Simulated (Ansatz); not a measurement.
# B2H6OSi: basis-set convergence

Aim: see how fast density functionals converge with the basis set for B2H6OSi.

The runs use Ansatz 0.2.0, Gaussian basis; one geometry, several basis sets.

The runs, in order: PBE0-D4/def2-SVP; ωB97M-V/def2-SVP; PBE0-D4/def2-QZVPP; ωB97M-V/def2-QZVPP; the functionals' def2-TZVPP values are taken from earlier runs.

## (1) The geometry

The geometry comes from an earlier relaxation with PBE0-D4 in a triple-zeta def2 set; it is a stationary point, not always the lowest conformer.

SMILES `BO[SiH2]B`, 10 atoms, charge 0, spin multiplicity 1.

Atoms are counted from 1 here; the program's logs count them from 0.

Bond lengths: B1–O2 1.345 Å, B1–H5 1.205 Å, B1–H6 1.199 Å, O2–Si3 1.666 Å, Si3–B4 2.001 Å, Si3–H7 1.493 Å, Si3–H8 1.489 Å, B4–H9 1.197 Å, B4–H10 1.194 Å. Angles: O2–B1–H5 120.1°, O2–B1–H6 118.2°, H5–B1–H6 121.8°, B1–O2–Si3 132.3°, O2–Si3–B4 113.0°, O2–Si3–H7 109.1°, O2–Si3–H8 106.8°, B4–Si3–H7 109.8°, B4–Si3–H8 109.6°, H7–Si3–H8 108.3°, Si3–B4–H9 118.4°, Si3–B4–H10 123.8°, H9–B4–H10 117.8°.

## (2) PBE0-D4 in def2-SVP

The input, in.yaml:

```yaml
crystal:
  periodic: [false, false, false]
  atoms:
    - {symbol: B, position_ang: [-1.561873, 1.345189, 0.643219]}
    - {symbol: O, position_ang: [-0.292293, 1.025740, 0.336885]}
    - {symbol: Si, position_ang: [0.359637, -0.110691, -0.691494]}
    - {symbol: B, position_ang: [1.554565, -1.416177, 0.241549]}
    - {symbol: H, position_ang: [-2.475148, 0.753147, 0.126303]}
    - {symbol: H, position_ang: [-1.748443, 2.223870, 1.437776]}
    - {symbol: H, position_ang: [-0.747171, -0.840530, -1.378568]}
    - {symbol: H, position_ang: [1.139163, 0.634032, -1.719271]}
    - {symbol: H, position_ang: [2.108018, -2.250591, -0.413916]}
    - {symbol: H, position_ang: [1.746647, -1.415189, 1.420418]}
basis:
  gaussian: {orbitals: def2-SVP}
hamiltonian: {xc: pbe0, dispersion: d4}
output: {orbitals: {seedname: orbitals}}
```

The run is started by

```sh
ansatz run in.yaml --threads 2 --pin off --events-out ev --progress --plain --max-ram 4352MiB
```

Further steps of the session: ωB97M-V in def2-SVP; PBE0-D4 in def2-QZVPP; ωB97M-V in def2-QZVPP.

**Question.** What will the summary of the whole plan be? Wanted: PBE0-D4: double and triple zeta above quadruple; ωB97M-V: double and triple zeta above quadruple.

**Answer**, as computed:

| quantity | value |
| --- | --- |
| PBE0-D4: double and triple zeta above quadruple | 7.39, 0.49 eV |
| ωB97M-V: double and triple zeta above quadruple | 7.57, 0.46 eV |

What this shows: PBE0-D4 gains 6.90 eV from double to triple zeta, then 0.49 eV more. These are total energies; as a rule much of such shifts cancels in differences, which this series doesn't test.
